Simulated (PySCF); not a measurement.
# GaBH6 (H2Ga(BH4)), step by step, part 3 of 3

PySCF 2.14.0. Earlier steps stand in the parts before.

## Step 5: The excited states at EOM-CCSD/pc-1 (root kind ee, spin of roots singlet) (run 4)

run.py reads:

```python
import numpy
from pyscf import gto, cc

mol = gto.Mole()
mol.atom = '''
Ga      -0.743336       0.850641       0.332262
H        0.777371      -0.005112       0.720614
B        0.619670      -0.813163      -0.289223
H       -0.493507      -0.454732      -0.863452
H       -1.859694       0.450156       1.341624
H       -0.433569       2.235389      -0.309588
H        0.449913      -1.905101       0.157000
H        1.501010      -0.589691      -1.059655
'''
mol.basis = 'pc-1'
mol.charge = 0
mol.verbose = 4
mol.spin = 0
mol.max_memory = 1860
mol.build()

myscf = mol.RHF()
myscf.kernel()

mycc = cc.CCSD(myscf, frozen=10)
mycc.kernel()
energy = mycc.e_tot
print(f'total energy: {energy:.8f} hartree')

e, vec = mycc.eomee_ccsd_singlet(nroots=8)
roots = numpy.atleast_1d(e) * 27.211386
print('EOM-EE-CCSD roots (eV)')
for i, w in enumerate(roots, 1):
    print('%3d %10.4f' % (i, w))
```

Started as:

```sh
$ OMP_NUM_THREADS=1 python run.py
```

Log:

```text
PySCF version 2.14.0

[INPUT] num. atoms = 8
[INPUT] num. electrons = 42
[INPUT] charge = 0
[INPUT] spin (= nelec alpha-beta = 2S) = 0
[INPUT] symmetry False subgroup None
[INPUT] Mole.unit = angstrom
[INPUT] Symbol           X                Y                Z      unit          X                Y                Z       unit  Magmom
[INPUT]  1 Ga    -0.743336000000   0.850641000000   0.332262000000 AA   -1.404701458530   1.607478520326   0.627884181600 Bohr   0.0
[INPUT]  2 H      0.777371000000  -0.005112000000   0.720614000000 AA    1.469018287179  -0.009660279949   1.361763101527 Bohr   0.0
[INPUT]  3 B      0.619670000000  -0.813163000000  -0.289223000000 AA    1.171006587609  -1.536655364630  -0.546552258925 Bohr   0.0
[INPUT]  4 H     -0.493507000000  -0.454732000000  -0.863452000000 AA   -0.932593070556  -0.859318940076  -1.631687801708 Bohr   0.0
[INPUT]  5 H     -1.859694000000   0.450156000000   1.341624000000 AA   -3.514312335497   0.850671553330   2.535301922143 Bohr   0.0
[INPUT]  6 H     -0.433569000000   2.235389000000  -0.309588000000 AA   -0.819326666102   4.224272991865  -0.585036531452 Bohr   0.0
[INPUT]  7 H      0.449913000000  -1.905101000000   0.157000000000 AA    0.850212349881  -3.600119129635   0.296687001557 Bohr   0.0
[INPUT]  8 H      1.501010000000  -0.589691000000  -1.059655000000 AA    2.836497810233  -1.114354488121  -2.002457736526 Bohr   0.0

nuclear repulsion = 100.17674032115
number of shells = 18
number of NR pGTOs = 143
number of NR cGTOs = 71
basis = pc-1
ecp = {}

******** <class 'pyscf.scf.hf.RHF'> ********
method = RHF
initial guess = minao
damping factor = 0
level_shift factor = 0
DIIS = <class 'pyscf.scf.diis.CDIIS'>
diis_start_cycle = 1
diis_space = 8
diis_damp = 0
SCF conv_tol = 1e-09
SCF conv_tol_grad = None
SCF max_cycles = 50
direct_scf = True
direct_scf_tol = 1e-13
Set gradient conv threshold to 3.16228e-05
Initial guess from minao.
init E= -1950.63691411751
  HOMO = -0.331270895812962  LUMO = 0.0220166394101278  gap/eV = 9.61344
cycle= 1 E= -1951.23119337281  delta_E= -0.594  |g|= 0.255  |ddm|= 1.96
  HOMO = -0.457161328307718  LUMO = 0.0314968975810705  gap/eV = 13.29707
cycle= 2 E= -1951.2608853092  delta_E= -0.0297  |g|= 0.0639  |ddm|= 0.386
  HOMO = -0.445916370291085  LUMO = 0.0528734082560689  gap/eV = 13.57276
cycle= 3 E= -1951.26302793768  delta_E= -0.00214  |g|= 0.0176  |ddm|= 0.0962
  HOMO = -0.448278927823968  LUMO = 0.0515895467549772  gap/eV = 13.60211
cycle= 4 E= -1951.26318078539  delta_E= -0.000153  |g|= 0.00221  |ddm|= 0.0318
  HOMO = -0.448760500872173  LUMO = 0.0512333436331964  gap/eV = 13.60553
cycle= 5 E= -1951.26318436398  delta_E= -3.58e-06  |g|= 0.000508  |ddm|= 0.0048
  HOMO = -0.448745421277155  LUMO = 0.0512844419087877  gap/eV = 13.60651
cycle= 6 E= -1951.26318458362  delta_E= -2.2e-07  |g|= 0.000158  |ddm|= 0.00116
  HOMO = -0.448738397067863  LUMO = 0.051301513834082  gap/eV = 13.60678
cycle= 7 E= -1951.26318460328  delta_E= -1.97e-08  |g|= 3.35e-05  |ddm|= 0.000344
  HOMO = -0.448735582221691  LUMO = 0.0513042974223565  gap/eV = 13.60678
cycle= 8 E= -1951.26318460446  delta_E= -1.18e-09  |g|= 4.4e-06  |ddm|= 9.59e-05
  HOMO = -0.448735871846628  LUMO = 0.0513041794385751  gap/eV = 13.60678
cycle= 9 E= -1951.26318460449  delta_E= -2.64e-11  |g|= 6.74e-07  |ddm|= 1.25e-05
  HOMO = -0.448735878055354  LUMO = 0.0513041799791707  gap/eV = 13.60678
Extra cycle  E= -1951.26318460448  delta_E= 2.73e-12  |g|= 2.29e-07  |ddm|= 1.18e-06
converged SCF energy = -1951.26318460448

******** <class 'pyscf.cc.ccsd.CCSD'> ********
CC2 = 0
CCSD nocc = 11, nmo = 61
frozen orbitals 10
max_cycle = 50
direct = 0
conv_tol = 1e-07
conv_tol_normt = 1e-05
diis_space = 6
diis_start_cycle = 0
diis_start_energy_diff = 1e+09
Init t2, MP2 energy = -1951.46532690276  E_corr(MP2) -0.20214229828066
Init E_corr(CCSD) = -0.202142298280688
cycle = 1  E_corr(CCSD) = -0.230610726447293  dE = -0.0284684282  norm(t1,t2) = 0.0475891
cycle = 2  E_corr(CCSD) = -0.238491071486842  dE = -0.00788034504  norm(t1,t2) = 0.0152995
cycle = 3  E_corr(CCSD) = -0.241541773499005  dE = -0.00305070201  norm(t1,t2) = 0.00628616
cycle = 4  E_corr(CCSD) = -0.24176400647224  dE = -0.000222232973  norm(t1,t2) = 0.00131658
cycle = 5  E_corr(CCSD) = -0.241660740911315  dE = 0.000103265561  norm(t1,t2) = 0.000485246
cycle = 6  E_corr(CCSD) = -0.241661831873136  dE = -1.09096182e-06  norm(t1,t2) = 0.00010054
cycle = 7  E_corr(CCSD) = -0.241663549973057  dE = -1.71809992e-06  norm(t1,t2) = 3.34345e-05
cycle = 8  E_corr(CCSD) = -0.241663672051519  dE = -1.22078462e-07  norm(t1,t2) = 9.71825e-06
cycle = 9  E_corr(CCSD) = -0.24166357920062  dE = 9.28508984e-08  norm(t1,t2) = 3.44204e-06
CCSD converged
E(CCSD) = -1951.504848183683  E_corr = -0.2416635792006202
total energy: -1951.50484818 hartree

******** <class 'pyscf.cc.eom_rccsd.EOMEESinglet'> ********
max_space = 20
max_cycle = 50
conv_tol = 1e-07
partition = None
EOM-CCSD root 0 E = 0.2424498777494835  qpwt = 0.934294  conv = True
EOM-CCSD root 1 E = 0.2708048660739173  qpwt = 0.940266  conv = True
EOM-CCSD root 2 E = 0.2924991398006334  qpwt = 0.936038  conv = True
EOM-CCSD root 3 E = 0.3174448559334939  qpwt = 0.925093  conv = True
EOM-CCSD root 4 E = 0.3320634680682752  qpwt = 0.939688  conv = True
EOM-CCSD root 5 E = 0.3584550296063056  qpwt = 0.935285  conv = True
EOM-CCSD root 6 E = 0.368323353191441  qpwt = 0.917849  conv = True
EOM-CCSD root 7 E = 0.3746491460425974  qpwt = 0.922351  conv = True
EOM-EE-CCSD roots (eV)
  1     6.5974
  2     7.3690
  3     7.9593
  4     8.6381
  5     9.0359
  6     9.7541
  7    10.0226
  8    10.1947
```

It took 2.4 min on 1 thread of Intel Xeon at 2.50GHz (Skylake/Cascade Lake), shared host; peak memory 0.4 GiB.

The roots found:

| excited state | energy (eV) |
| --- | --- |
| 1 | 6.597 |
| 2 | 7.369 |
| 3 | 7.959 |
| 4 | 8.638 |
| 5 | 9.036 |
| 6 | 9.754 |
| 7 | 10.023 |
| 8 | 10.195 |

## Step 6: Results

What follows sums up all 3 parts.

| quantity | value |
| --- | --- |
| run 1, HF/6-311G*: total energy at the end | -1951.33576 Eh |
| run 1, HF/6-311G*: dipole moment | 1.74 D |
| run 1, HF/6-311G*: HOMO energy | -12.22 eV |
| run 1, HF/6-311G*: LUMO energy | 1.22 eV |
| run 1, HF/6-311G*: HOMO–LUMO gap | 13.44 eV |
| run 2, HF/6-311G*: lowest harmonic wavenumber | 250 cm⁻¹ |
| run 2, HF/6-311G*: highest harmonic wavenumber | 2721 cm⁻¹ |
| run 2, HF/6-311G*: zero-point energy | 143.6 kJ/mol |
| run 2, HF/6-311G*: ideal-gas entropy at 298.15 K (symmetry number 2 as used) | 64.7 cal/(mol K) |
| run 3, CCSD(T)/ccECP-cc-pVTZ: total energy | -8.45617 Eh |
| run 3, CCSD(T)/ccECP-cc-pVTZ: dipole moment (Hartree–Fock density) | 1.76 D |
| run 3, CCSD(T)/ccECP-cc-pVTZ: HOMO energy (Hartree–Fock orbitals) | -12.18 eV |
| run 3, CCSD(T)/ccECP-cc-pVTZ: LUMO energy (Hartree–Fock orbitals) | 1.13 eV |
| run 3, CCSD(T)/ccECP-cc-pVTZ: HOMO–LUMO gap (Hartree–Fock orbitals) | 13.31 eV |
| run 3, CCSD(T)/ccECP-cc-pVTZ: correlation energy | -284.8 mEh |
| run 3, CCSD(T)/ccECP-cc-pVTZ: (T) correction | -7.72 mEh |
| run 3, CCSD(T)/ccECP-cc-pVTZ: T1 diagnostic | 0.010 |
| run 4, EOM-CCSD/pc-1: ground-state or mean-field energy | -1951.50485 Eh |
| run 4, EOM-CCSD/pc-1: dipole moment (Hartree–Fock density) | 1.74 D |
| run 4, EOM-CCSD/pc-1: HOMO energy (Hartree–Fock orbitals) | -12.21 eV |
| run 4, EOM-CCSD/pc-1: LUMO energy (Hartree–Fock orbitals) | 1.40 eV |
| run 4, EOM-CCSD/pc-1: HOMO–LUMO gap (Hartree–Fock orbitals) | 13.61 eV |
| run 4, EOM-CCSD/pc-1: correlation energy (10 core orbitals frozen) | -241.7 mEh |
| run 4, EOM-CCSD/pc-1: T1 diagnostic | 0.008 |
| run 4, EOM-CCSD/pc-1: lowest singlet excitation energy | 6.60 eV |

What this shows: The optimisation (run 1, HF/6-311G*) took 17 steps and changed the energy by -0.319 eV. Mulliken charges (run 1, HF/6-311G*) run from -0.42 on B3 to +0.32 on Ga1; they depend strongly on the basis. All 18 modes (run 2, HF/6-311G*) are real, so the shape is a minimum at this level. The triples (run 3, CCSD(T)/ccECP-cc-pVTZ) make up 2.7 % of the correlation energy. The basis has no diffuse functions, so Rydberg states are missing or pushed up, and the true lowest state may lie lower. Mulliken charges (run 4, EOM-CCSD/pc-1) of the mean-field density run from -0.11 on H5 to +0.41 on Ga1.
